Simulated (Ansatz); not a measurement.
# Sc2SbAs: the cost of one run

Program: Ansatz 0.2.0. Level of theory: DFT PBE, scalar-relativistic, plane waves, PAW. These are calculated values, not measurements.

### Step 1. The starting structure

Symmetry: P6/mmm, No. 191, hexagonal system. Conventional cell: a = 4.733 Å, b = 4.733 Å, c = 5.451 Å, α = 90.00°, β = 90.00°, γ = 120.00°. Sc (site symmetry -6m2) is surrounded by 3 Sc at 2.73 Å and 3 As at 2.73 Å. Sb (site symmetry 6/mmm) has 2 As at 2.73 Å as nearest neighbours. Around As (site symmetry 6/mmm) lie 2 Sb at 2.73 Å and 6 Sc at 2.73 Å.

Coordinates:

```cif
data_structure
_symmetry_space_group_name_H-M 'P 1'
_symmetry_Int_Tables_number 1
_cell_length_a 4.7329
_cell_length_b 4.7329
_cell_length_c 5.4509
_cell_angle_alpha 90.000
_cell_angle_beta 90.000
_cell_angle_gamma 120.000
_cell_volume 105.74
loop_
_atom_site_label
_atom_site_type_symbol
_atom_site_fract_x
_atom_site_fract_y
_atom_site_fract_z
_atom_site_occupancy
Sc1 Sc 0.33333 0.66667 0.50000 1
Sc2 Sc 0.66667 0.33333 0.50000 1
Sb1 Sb 0.00000 0.00000 0.00000 1
As1 As 0.00000 0.00000 0.50000 1
```

The cell is invented: random cell by space group and Wyckoff sites (P6/mmm, No. 191). Lengths come from tabulated atomic sizes and are only a guess.

### Step 2. Probe: one point on a coarse mesh

File input.yaml:

```yaml
crystal:
  lattice:
    - [4.73293427, 0.0, 0.0]
    - [-2.36646714, 4.09884131, 0.0]
    - [0.0, 0.0, 5.45085658]
  atoms:
    - { symbol: Sc, position: [0.33333333, 0.66666667, 0.5] }
    - { symbol: Sc, position: [0.66666667, 0.33333333, 0.5] }
    - { symbol: Sb, position: [0.0, 0.0, 0.0] }
    - { symbol: As, position: [0.0, 0.0, 0.5] }
basis:
  ecutwfc: 420
kpoints:
  mp_grid: { grid: [6, 6, 4] }
hamiltonian:
  xc: pbe
scf:
  occupations: { method: gaussian, width: 0.1 }
  lower_state_search: "off"
output:
  forces: true
  stress: true
  eigenvalues: true
```

On the command line:

```bash
$ ansatz run input.yaml --threads 1 --pin off --max-ram 2048MiB --backend cpu --events-out ev --progress --plain --runs-dir out
```

**Question.** How long does this run take on 1 thread of Arm Neoverse V2, shared host, and how much memory does it need?

About 3.9 s, with a peak of 0.4 GiB.
